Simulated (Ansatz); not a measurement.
# GePH₂ (quartet): wave-function methods side by side, cc-pVTZ

The task here is to estimate one member of a computed series from the others.

The runs use Ansatz 0.2.0, Gaussian basis; cc-pVTZ, core rule «outside noble gas», up to 19 orbitals frozen.

The runs, in order: UHF; CCSD(T) on ROHF; CCSD(T) on UHF; BCCD(T) on ROHF; CCSDT(Q) on ROHF; CCSDT(Q) on UHF; CASSCF and MRCISD+Q, 11 electrons in 10 orbitals; CASSCF and NEVPT2, 11 electrons in 10 orbitals.

5 further runs of the same task are left out: 5 set aside as unsound or not needed.

## The system

The geometry is a PBE0/def2-TZVP stationary point (not a proven minimum). No spin-orbit coupling is included. The filled d shell of Ge may be among the frozen orbitals whatever the setting's name suggests; the logs give the count.

4 atoms, charge 0, spin multiplicity 4.

Atoms are counted from 1 here; the program's logs count them from 0.

Bond lengths: Ge1–P2 2.570 Å, P2–H3 1.417 Å, P2–H4 1.417 Å. Angles: Ge1–P2–H3 131.2°, Ge1–P2–H4 131.2°, H3–P2–H4 97.5°.

Set-up of the first run:

The input, in.yaml:

```yaml
crystal:
  periodic: [false, false, false]
  atoms:
    - {symbol: Ge, position_ang: [0.000000, 0.000000, 0.820452]}
    - {symbol: P, position_ang: [0.000000, 0.000000, -1.749476]}
    - {symbol: H, position_ang: [0.000000, 1.065765, -2.683586]}
    - {symbol: H, position_ang: [0.000000, -1.065765, -2.683586]}
basis:
  gaussian: {orbitals: cc-pVTZ}
magnetization: {spin_polarized: true, initial_magnetization: 3}
hamiltonian: {xc: hf}
output: {orbitals: {seedname: orbitals}}
```

Started as:

```bash
$ ansatz run in.yaml --threads 1 --pin off --events-out ev --progress --plain --max-ram 2816MiB --backend cpu
```

Among the steps run: UHF; CCSD(T) on ROHF; CCSD(T) on UHF; BCCD(T) on ROHF; CCSDT(Q) on ROHF; CCSDT(Q) on UHF; CASSCF and MRCISD+Q, 11 electrons in 10 orbitals; CASSCF and NEVPT2, 11 electrons in 10 orbitals.

One table of the session follows, with a row left open; its other results are not shown here.

```
          method  from UCCSDT(Q) (meV)
            ROHF               +7070.5
             UHF               +6797.5
            RMP2               +1317.0
            UMP2               +1382.7
           RCCSD                +338.4
           UCCSD                +322.2
        RCCSD(T)                 +65.5
        UCCSD(T)                 +58.2
         BCCD(T)                 +65.4
          RCCSDT                 +22.3
          UCCSDT                 +12.5
       RCCSDT(Q)                  +9.6
       UCCSDT(Q)                     0
  CASSCF valence               +5657.7
  NEVPT2 valence               +1392.5
  MRCISD valence                     ?
MRCISD+Q valence                +116.7
```

Q: Estimate the row for MRCISD valence from the others.

**Answer.** from UCCSDT(Q) (meV): +622.3. In the column «from UCCSDT(Q) (meV)» it lies between RCCSD (+338.4) and RMP2 (+1317.0).

Among the levels timed on like hardware and quicker than the yardstick, those that no quicker one beats, quickest first: UCCSD(T) (4.2 s, +58.2 meV); RCCSDT(Q) (21 s, +9.6 meV).

With the free atoms at the same levels and basis (separate runs), the atomisation energy is 6.716 eV at UCCSDT(Q), 6.702 eV at RCCSD(T), 6.697 eV at UCCSD(T), 4.467 eV at ROHF.

Caveats from the session: Of the multireference levels listed MRCISD+Q valence comes nearest in total energy (+116.7 meV), which doesn't show that its space is the better one. Restricted and unrestricted rows rest on different reference determinants; where their highest levels disagree by more than a few hundredths of an eV, they describe different states and don't form one ladder.
